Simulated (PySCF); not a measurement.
**C₇H₇NO₂: NMR shifts at several levels of theory**

How much do the NMR shifts of C₇H₇NO₂ (`COC(=O)c1ccccn1`) depend on the level of theory, and what does each level cost?

The runs use PySCF 2.14.0, with density-fitted response routines of our own; the level of theory stands in each step. All values are computed, except where a source is named. Atoms count from 0, in the outputs and in this text.

## (1) The starting structure

17 atoms, charge 0, multiplicity 1; geometry from: GFN2-xTB.

Bonds of the start (Å): C0–O1 1.42, O1–C2 1.33, C2–O3 1.21, C2–C4 1.49, C4–C5 1.39, C5–C6 1.38, C6–C7 1.39, C7–C8 1.39, C8–N9 1.32, N9–C4 1.33, C0–H10 1.09, C0–H11 1.09, C0–H12 1.09, C5–H13 1.08, C6–H14 1.08, C7–H15 1.08, C8–H16 1.08.

## (2) Relaxing the molecule at PBE0-D3(BJ)/def2-SVP

What the job is given:

```
{"job": {"xc": "PBE0", "basis": "def2-SVP", "d3": "d3bj", "grid": 1, "kind": "geom"}, "charge": 0, "multiplicity": 1}
C      3.334160     0.348730     0.550840
O      1.934880     0.573780     0.481060
C      1.210890    -0.412850    -0.037160
O      1.675490    -1.454390    -0.436450
C     -0.248240    -0.097270    -0.074060
C     -1.123700    -1.045900    -0.598310
C     -2.475630    -0.748450    -0.626030
C     -2.895560     0.476600    -0.132660
C     -1.937100     1.351350     0.365760
N     -0.648750     1.077580     0.396830
H      3.741950     0.177120    -0.448550
H      3.764640     1.244130     0.991050
H      3.548770    -0.525270     1.168350
H     -0.730290    -1.980500    -0.965450
H     -3.187390    -1.456970    -1.024110
H     -3.939610     0.749040    -0.132680
H     -2.216070     2.319720     0.760000
```

The program printed:

```text
step   0  E = -475.28902677  max force = 0.009183
step   1  E = -475.28975045  max force = 0.005379
step   2  E = -475.28971067  max force = 0.006176
step   3  E = -475.29009042  max force = 0.001216
step   4  E = -475.29005910  max force = 0.001737
step   5  E = -475.29010575  max force = 0.000607
step   6  E = -475.29010171  max force = 0.000972
step   7  E = -475.29011032  max force = 0.000224
optimisation converged
```

Wall time 3.4 min (8 threads of Intel Xeon at 2.50GHz (Skylake/Cascade Lake), shared host).

Relaxation path: (the energy doesn't fall at every step)

| step | energy from step 0 (eV) | largest force component (eV/Å) |
| --- | --- | --- |
| 0 | 0.0000 | 0.4722 |
| 1 | -0.0197 | 0.2766 |
| 2 | -0.0186 | 0.3176 |
| 3 | -0.0289 | 0.0625 |
| 4 | -0.0281 | 0.0893 |
| 5 | -0.0294 | 0.0312 |
| 6 | -0.0293 | 0.0500 |
| 7 | -0.0295 | 0.0115 |

Distances of close pairs at the start and the end, largest changes first:

| bond | before (Å) | after (Å) | change (Å) |
| --- | --- | --- | --- |
| C8–H16 | 1.082 | 1.096 | +0.014 |
| C7–H15 | 1.079 | 1.092 | +0.013 |
| C5–H13 | 1.078 | 1.091 | +0.012 |
| C6–H14 | 1.080 | 1.093 | +0.012 |
| C8–N9 | 1.317 | 1.327 | +0.010 |
| C0–H11 | 1.087 | 1.096 | +0.009 |
| C0–H12 | 1.091 | 1.100 | +0.009 |
| C0–H10 | 1.093 | 1.100 | +0.007 |

The final coordinates are the input of the step that follows.

| at the end point | value |
| --- | --- |
| point group (found at 0.08 Å tolerance) | Cs |
| rotational constants (GHz, main isotopes) | 3.630, 0.868, 0.704 |
| dipole moment (D) | 1.61 |

## (3) NMR shieldings: PBE0/pcSseg-2

What the job is given:

```
{"job": {"kind": "nmr", "xc": "PBE0", "basis": "pcSseg-2", "pop": false}, "charge": 0, "multiplicity": 1}
C      3.344039     0.329596     0.546096
O      1.952384     0.580260     0.487967
C      1.216348    -0.392217    -0.033819
O      1.668921    -1.433700    -0.443006
C     -0.248558    -0.070656    -0.065300
C     -1.110285    -1.038789    -0.588952
C     -2.471774    -0.756844    -0.623219
C     -2.910537     0.471600    -0.136678
C     -1.961615     1.366092     0.363839
N     -0.660847     1.106251     0.401126
H      3.754747     0.160100    -0.460505
H      3.797867     1.219308     0.997329
H      3.557203    -0.559815     1.157862
H     -0.693109    -1.979151    -0.952047
H     -3.180753    -1.485224    -1.023953
H     -3.969544     0.738546    -0.142104
H     -2.276046     2.341090     0.753793
```

Level: GIAO PBE0/pcSseg-2 NMR shielding, non-relativistic, gas phase.

The program printed:

```text
coarse grid: 15176 points
cycle   1  E = -475.6422499223  dE =  1.862e+00  |g| = 9.103e-01  |ddm| = 3.082e+00
cycle   2  E = -475.3089276190  dE =  3.333e-01  |g| = 1.627e+00  |ddm| = 2.407e+00
cycle   3  E = -475.7829720764  dE = -4.740e-01  |g| = 2.734e-01  |ddm| = 1.640e+00
cycle   4  E = -475.7956787530  dE = -1.271e-02  |g| = 1.106e-01  |ddm| = 3.169e-01
cycle   5  E = -475.7976866870  dE = -2.008e-03  |g| = 2.585e-02  |ddm| = 7.670e-02
cycle   6  E = -475.7978134678  dE = -1.268e-04  |g| = 1.103e-02  |ddm| = 2.718e-02
cycle   7  E = -475.7978410078  dE = -2.754e-05  |g| = 3.185e-03  |ddm| = 1.096e-02
cycle   8  E = -475.7978433025  dE = -2.295e-06  |g| = 6.916e-04  |ddm| = 3.179e-03
final grid: 149472 points
cycle   9  E = -475.7961254093  dE = -1.064e-04  |g| = 1.181e-02  |ddm| = 7.177e-02
cycle  10  E = -475.7960939108  dE =  3.150e-05  |g| = 1.768e-02  |ddm| = 2.077e-02
cycle  11  E = -475.7961520744  dE = -5.816e-05  |g| = 2.700e-03  |ddm| = 1.270e-02
cycle  12  E = -475.7961533941  dE = -1.320e-06  |g| = 6.808e-04  |ddm| = 2.161e-03
cycle  13  E = -475.7961534718  dE = -7.763e-08  |g| = 2.457e-04  |ddm| = 7.710e-04
cycle  14  E = -475.7961534840  dE = -1.226e-08  |g| = 4.932e-05  |ddm| = 2.190e-04
cycle  15  E = -475.7961534845  dE = -4.272e-10  |g| = 1.786e-05  |ddm| = 4.832e-05
converged SCF energy = -475.7961534845

GIAO shielding tensors (ppm)
atom      isotropic    diamagn.    paramagn.     s11        s22        s33       span
  0 C      130.162     236.276    -106.114    101.186    114.208    175.092     73.906
  1 O      149.672     394.947    -245.275    -36.027    224.894    260.148    296.175
  2 C        9.124     257.939    -248.815    -88.592     49.457     66.507    155.098
  3 O      -76.589     398.967    -475.557   -336.117   -231.442    337.790    673.907
  4 C       25.498     251.837    -226.339    -83.437     26.408    133.521    216.958
  5 C       48.617     258.613    -209.996    -67.915     32.317    181.450    249.365
  6 C       38.497     253.499    -215.002    -79.352     16.615    178.228    257.580
  7 C       48.695     254.224    -205.529    -69.316     41.282    174.119    243.435
  8 C       24.741     251.999    -227.258    -87.703     19.275    142.650    230.353
  9 N     -103.252     324.182    -427.434   -437.440   -169.416    297.101    734.541
 10 H       27.383      27.811      -0.428     24.011     25.282     32.855      8.845
 11 H       27.517      27.028       0.490     23.621     26.488     32.444      8.822
 12 H       27.388      27.833      -0.444     24.008     25.292     32.865      8.858
 13 H       22.556      33.919     -11.363     18.520     20.828     28.321      9.800
 14 H       23.296      29.130      -5.834     20.100     22.769     27.020      6.920
 15 H       23.737      28.089      -4.352     21.200     22.690     27.320      6.120
 16 H       22.292      30.685      -8.393     18.250     22.021     26.605      8.355
```

Wall time 4.1 min (8 threads of Intel Xeon at 2.50GHz (Skylake/Cascade Lake), shared host).

The references, computed at this level on geometries of the same kind, shield at (ppm): 1H TMS 31.25, 13C TMS 184.1, 15N NH3 261.7, 17O H2O 328.2. Their shielding less the atom's gives the shift. The references are single molecules in the gas phase, so shifts against H2O, NH3, PH3, H3PO4 or CFCl3 are not on the usual liquid scales and can be off by tens of ppm. Atoms listed in one row are averaged.

| atoms | environment | σ (ppm) | δ (ppm) |
| --- | --- | --- | --- |
| C2 | ester carbonyl carbon | 9.1 | 175.0 |
| C8 | aromatic CH next to a ring nitrogen | 24.7 | 159.4 |
| C4 | substituted aromatic carbon next to a ring nitrogen | 25.5 | 158.6 |
| C6 | aromatic CH | 38.5 | 145.6 |
| C5 | aromatic CH | 48.6 | 135.5 |
| C7 | aromatic CH | 48.7 | 135.4 |
| C0 | methyl carbon bonded to O | 130.2 | 54.0 |
| H16 | hydrogen on an aromatic CH next to a ring nitrogen | 22.29 | 8.95 |
| H13 | hydrogen on an aromatic CH | 22.56 | 8.69 |
| H14 | hydrogen on an aromatic CH | 23.30 | 7.95 |
| H15 | hydrogen on an aromatic CH | 23.74 | 7.51 |
| H10, H11, H12 | hydrogen on a methyl carbon bonded to O | 27.43 | 3.82 |
| O3 | ester carbonyl oxygen | -76.6 | 404.7 |
| O1 | ester alkoxy oxygen | 149.7 | 178.5 |
| N9 | pyridine-type ring nitrogen | -103.3 | 364.9 |

Ring of atoms C4, C5, C6, C7, C8, N9: NICS(0) -7.1, NICS(1) -10.2, NICS(1)zz -28.3 ppm (means of both faces).

## (4) NMR shieldings: PBE/pcSseg-2

The job, as its differences from that of step 3:

```diff
@@ -1,2 +1,2 @@
-{"job": {"kind": "nmr", "xc": "PBE0", "basis": "pcSseg-2", "pop": false}, "charge": 0, "multiplicity": 1}
+{"job": {"kind": "nmr", "xc": "PBE", "basis": "pcSseg-2", "pop": false}, "charge": 0, "multiplicity": 1}
 C      3.344039     0.329596     0.546096
```

With the program's defaults for keys left out, this is: GIAO PBE/pcSseg-2 NMR shielding, non-relativistic, gas phase.

The program printed:

```text
coarse grid: 15176 points
cycle   1  E = -475.5802843260  dE =  1.566e+00  |g| = 1.035e+00  |ddm| = 3.098e+00
cycle   2  E = -474.6921582634  dE =  8.881e-01  |g| = 2.316e+00  |ddm| = 4.598e+00
cycle   3  E = -475.7111935352  dE = -1.019e+00  |g| = 5.940e-01  |ddm| = 3.760e+00
cycle   4  E = -475.7775855428  dE = -6.639e-02  |g| = 2.046e-01  |ddm| = 6.610e-01
cycle   5  E = -475.7834914686  dE = -5.906e-03  |g| = 8.409e-02  |ddm| = 1.778e-01
cycle   6  E = -475.7848702663  dE = -1.379e-03  |g| = 3.298e-02  |ddm| = 7.993e-02
cycle   7  E = -475.7851023398  dE = -2.321e-04  |g| = 1.378e-02  |ddm| = 3.884e-02
cycle   8  E = -475.7851503328  dE = -4.799e-05  |g| = 2.393e-03  |ddm| = 1.309e-02
cycle   9  E = -475.7851512368  dE = -9.040e-07  |g| = 1.359e-03  |ddm| = 2.757e-03
final grid: 149472 points
cycle  10  E = -475.7869393081  dE = -1.459e-04  |g| = 1.915e-02  |ddm| = 9.964e-02
cycle  11  E = -475.7867073577  dE =  2.320e-04  |g| = 3.887e-02  |ddm| = 4.131e-02
cycle  12  E = -475.7870037240  dE = -2.964e-04  |g| = 7.885e-03  |ddm| = 3.147e-02
cycle  13  E = -475.7870153938  dE = -1.167e-05  |g| = 1.964e-03  |ddm| = 6.956e-03
cycle  14  E = -475.7870160751  dE = -6.813e-07  |g| = 5.053e-04  |ddm| = 2.143e-03
cycle  15  E = -475.7870161198  dE = -4.465e-08  |g| = 2.453e-04  |ddm| = 5.515e-04
cycle  16  E = -475.7870161340  dE = -1.423e-08  |g| = 8.341e-05  |ddm| = 2.352e-04
cycle  17  E = -475.7870161356  dE = -1.571e-09  |g| = 2.530e-05  |ddm| = 9.092e-05
cycle  18  E = -475.7870161357  dE = -1.376e-10  |g| = 6.207e-06  |ddm| = 2.398e-05
converged SCF energy = -475.7870161357

GIAO shielding tensors (ppm)
atom      isotropic    diamagn.    paramagn.     s11        s22        s33       span
  0 C      124.671     236.459    -111.788     94.463    108.724    170.826     76.362
  1 O      131.997     393.489    -261.492    -51.444    199.843    247.592    299.036
  2 C        7.068     257.510    -250.443    -86.251     48.215     59.240    145.491
  3 O      -76.969     399.156    -476.125   -333.663   -225.520    328.276    661.938
  4 C       22.673     252.897    -230.224    -80.400     22.078    126.340    206.740
  5 C       46.241     259.150    -212.909    -66.757     30.136    175.344    242.101
  6 C       36.457     253.647    -217.190    -77.603     15.428    171.547    249.150
  7 C       45.832     254.505    -208.673    -68.697     38.623    167.569    236.266
  8 C       21.710     251.829    -230.119    -85.953     16.637    134.446    220.399
  9 N      -98.602     325.656    -424.258   -424.219   -160.702    289.116    713.335
 10 H       27.262      27.827      -0.565     24.002     25.135     32.649      8.647
 11 H       27.434      27.337       0.097     23.811     26.499     31.992      8.181
 12 H       27.268      27.847      -0.580     23.999     25.146     32.659      8.660
 13 H       22.606      33.978     -11.372     18.841     20.741     28.235      9.394
 14 H       23.356      29.203      -5.847     20.370     22.678     27.019      6.649
 15 H       23.812      28.202      -4.390     21.599     22.548     27.290      5.691
 16 H       22.261      30.683      -8.422     18.352     21.894     26.538      8.186
```

Wall time 3.1 min (8 threads of Intel Xeon at 2.50GHz (Skylake/Cascade Lake), shared host).

Key values: δ C2 172.3, C8 157.7, C4 156.7, C6 142.9, H16 8.92, H13 8.57 ppm.

(Part 1 of 2 ends here.)
